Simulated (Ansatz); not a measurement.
# Cd4SeS3: the cost of one run

Computed with Ansatz 0.2.0 (DFT PBE, scalar-relativistic, plane waves, PAW, unless a step's input says otherwise).

## Step 1: The system as given

Symmetry: I-42m, No. 121, tetragonal system. The conventional cell has a = 5.993 Å, b = 5.993 Å, c = 11.978 Å, α = 90.00°, β = 90.00°, γ = 90.00°. Around Cd (site symmetry m) lie 3 S at 2.57 to 2.58 Å and 1 Se at 2.66 Å. Se (site symmetry -42m) has 4 Cd at 2.66 Å as nearest neighbours. Around S (site symmetry -4) lie 4 Cd at 2.58 Å. Around S (site symmetry -42m) lie 4 Cd at 2.57 Å.

Structure file:

```
CELL_PARAMETERS angstrom
-2.99647 2.99647 5.98915
2.99647 -2.99647 5.98915
2.99647 2.99647 -5.98915
ATOMIC_POSITIONS crystal
Cd 0.88510 0.37076 0.00000
Cd 0.37076 0.88510 0.00000
Cd 0.11490 0.11490 0.48565
Cd 0.62924 0.62924 0.51435
Se 0.50000 0.50000 0.00000
S 0.75000 0.25000 0.50000
S 0.25000 0.75000 0.50000
S 0.00000 0.00000 0.00000
```

The start is the relaxed end of an invented cell (made as: elements ordered on the sites of the CdS type, S/Se on S (I-42m, No. 121)), taken up again for a closer look.

## Step 2: Probe: one point on a coarse mesh

The input, input.yaml:

```yaml
crystal:
  lattice:
    - [-2.9964658, 2.9964658, 5.9891456]
    - [2.9964658, -2.9964658, 5.9891456]
    - [2.9964658, 2.9964658, -5.9891456]
  atoms:
    - { symbol: Cd, position: [0.885104, 0.370758, 0.0] }
    - { symbol: Cd, position: [0.370758, 0.885104, 0.0] }
    - { symbol: Cd, position: [0.114896, 0.114896, 0.485654] }
    - { symbol: Cd, position: [0.629242, 0.629242, 0.514346] }
    - { symbol: Se, position: [0.5, 0.5, 0.0] }
    - { symbol: S, position: [0.75, 0.25, 0.5] }
    - { symbol: S, position: [0.25, 0.75, 0.5] }
    - { symbol: S, position: [0.0, 0.0, 0.0] }
basis:
  ecutwfc: 420
kpoints:
  mp_grid: { grid: [4, 4, 4] }
hamiltonian:
  xc: pbe
scf:
  occupations: { method: gaussian, width: 0.1 }
  lower_state_search: "off"
output:
  forces: true
  stress: true
  eigenvalues: true
```

On the command line:

```
$ ansatz run input.yaml --threads 4 --pin off --max-ram 8192MiB --backend cpu --events-out ev --progress --plain --runs-dir out
```

Q: Estimate wall time and peak memory on 4 threads of Arm Neoverse V2, shared host.

About 3.7 s, with a peak of 0.7 GiB.
